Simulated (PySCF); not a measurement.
# [Yb(N2)]3+: other functionals and bases at one geometry

The task here is to estimate one member of a computed series from the others.

Computed with PySCF 2.14.0. Level: several levels, as the steps say, no spin–orbit coupling.

3 further runs of the same task are left out: 2 for a known fault of the program, 1 that didn't finish.

### The system as given

3 atoms, charge 3, spin multiplicity 1.

Bond lengths: Yb1–N2 2.318 Å, N2–N3 1.125 Å. Angles: Yb1–N2–N3 180.0°.

As a file:

```
atom    x (Å)    y (Å)     z (Å)
 Yb1  0.00000  0.00000  -0.36858
  N2  0.00000  0.00000   1.94923
  N3  0.00000  0.00000   3.07427
```

Formal oxidation states: Yb +3. Each metal's 13 4f electrons lie in its core potential, so multiplicities, spins and levels count the valence alone. An earlier session relaxed this geometry at BP86, Yb lcecp-1-SVP with ECP59, N def2-SVP (singlet, point group C∞v).

At BP86 on the finer grid: E = -147.431241 Eh, HOMO -26.80 eV, LUMO -22.66 eV, Mulliken charge on Yb1 +2.62 e, largest force component 0.010 eV/Å. 

Levels to run: revPBE; r2SCAN; PBE0; HF; BP86, TZVP. Hardware: 2 threads of Intel Xeon 6975P-C (Granite Rapids), shared host.

The first run:

run.py (the lines that set the calculation)

```python
mol = gto.M(atom='''
Yb     0.00000     0.00000    -0.36858
N      0.00000     0.00000     1.94923
N      0.00000     0.00000     3.07427''',
    basis={'Yb': 'lcecp-1-SVP', 'N': 'def2-SVP'},
    ecp={'Yb': 'lcecp-1-SVP'},
    charge=3, spin=0)
mf = dft.RKS(mol, xc='PBE_R,PBE')
mf.grids.atom_grid = (75, 302)  # f atoms: unpruned, at least (60, 302)
mf = mf.density_fit()  # fitting sets: Yb AutoAux, N def2-universal-JKFIT
mf.conv_tol = 1e-08; mf.max_cycle = 55
mf.kernel(dm0)  # dm0: the density of the relaxed state
```

Command:

```sh
$ OMP_NUM_THREADS=2 python run.py
```

Among the steps run: revPBE; r2SCAN; PBE0; HF; BP86, TZVP.

One table of the session follows, with a row left open; its other results are not shown here.

| level | HOMO (eV) | gap (eV) | charge on Yb1 (e) | dipole (D) | largest force component (eV/Å) |
| --- | --- | --- | --- | --- | --- |
| BP86 (relaxed here) | -26.80 | 4.13 | 2.62 | 0.12 | 0.01 |
| revPBE | -26.65 | 4.05 | 2.62 | 0.10 | 0.20 |
| r2SCAN | ? | ? | ? | ? | ? |
| PBE0 | -28.57 | 7.00 | 2.67 | 0.46 | 2.46 |
| HF | -32.68 | 14.66 | 2.79 | 1.00 | 7.49 |
| BP86, TZVP | -26.85 | 4.14 | 2.71 | 0.01 | 1.15 |

Q: Estimate the row for r2SCAN from the others.

The run gave: HOMO (eV): -27.11; gap (eV): 5.15; charge on Yb1 (e): 2.68; dipole (D): 0.45; largest force component (eV/Å): 1.63. In the column «HOMO (eV)» it lies between PBE0 (-28.57) and BP86, TZVP (-26.85).

The dipole of a charged species depends on the origin, so these sizes hold for this origin alone.

In one basis the HOMO–LUMO gap runs from 4.05 eV (revPBE) to 14.66 eV (HF). The largest leftover force, 7.49 eV/Å with HF, stands at a geometry relaxed at another level. With 4f in the core, its levels are missing from HOMO and gap, and its count is fixed, so no charge can pass from the ligands into it. Total energies of different levels can't be compared.
